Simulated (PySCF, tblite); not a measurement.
**CH2F3OSi radical: geometry, infrared bands and EPR parameters**

Aim: predict the infrared bands and EPR parameters of CH2F3OSi radical (`FC(F)(F)O[SiH2]`).

Programs: tblite 0.8.0 and PySCF 2.14.0, with density-fitted response routines of our own. Each step states its level of theory. These are calculated values for one molecule in the gas phase, unless marked as measured. Atoms count from 0, in the outputs and in this text.

## 1. Starting geometry

8 atoms, charge 0, multiplicity 2; geometry from: force field or distance geometry start.

Bonds of the start (Å): F0–C1 1.34, C1–F2 1.35, C1–F3 1.35, C1–O4 1.39, O4–Si5 1.65, Si5–H6 1.48, Si5–H7 1.49.

## 2. Relaxing the molecule with GFN2-xTB

Job settings and geometry (Å):

```
{"job": {"kind": "relax", "xc": "GFN2-xTB", "basis": "xTB"}, "charge": 0, "multiplicity": 2}
F     -2.252300    -0.449200    -0.216700
C     -0.997400    -0.172900     0.152900
F     -0.984300     0.991300     0.833400
F     -0.582500    -1.157500     0.976300
O     -0.189900    -0.108500    -0.982500
Si     1.410500     0.214500    -0.766000
H      2.025700    -0.840400     0.069700
H      1.579300     1.532100    -0.091600
```

On the command line:

```console
> OMP_NUM_THREADS=1 python probes_run.py task.json out
```

This one command runs all jobs of the session in turn.

**Question.** This job is followed by: GFN2-xTB harmonic vibrations, gas phase; UKS B3LYP, pcH-1 on C F H O Si, non-relativistic, mean-field spin-orbit, GIAO. Predict these results of the whole session: strongest single infrared mode (GFN2-xTB); zero-point energy (GFN2-xTB); g(iso) (B3LYP); ⟨S²⟩; largest a(iso) (averaged by class); surface potential, 1st and 99th percentile.

The runs gave:

| quantity | value |
| --- | --- |
| strongest single infrared mode (GFN2-xTB) | 1273 cm⁻¹, 686 km/mol |
| zero-point energy (GFN2-xTB) | 20.6 kcal/mol |
| g(iso) (B3LYP) | 2.00257 |
| ⟨S²⟩ | 0.751 (exact 0.75) |
| largest a(iso) (averaged by class) | 29Si on Si5, -621.1 MHz |
| surface potential, 1st and 99th percentile | -0.63 V and 1.86 V |

The optimisation took 25 steps and gained 0.251 eV; among the close pairs (by a distance rule), C1–O4 changed most, from 1.395 to 1.290 Å. No mode is imaginary among the 18: a minimum at this level. The strongest single mode, at 1273 cm⁻¹, moves mainly C1 and O4. GFN2-xTB is a fitted tight-binding method: band positions and strengths are rough. Its intensities can rank the bands wrongly. Most of the unpaired spin sits on Si5 (0.94 e). The isotropic g lies 0.3 ppt above the free-electron value.
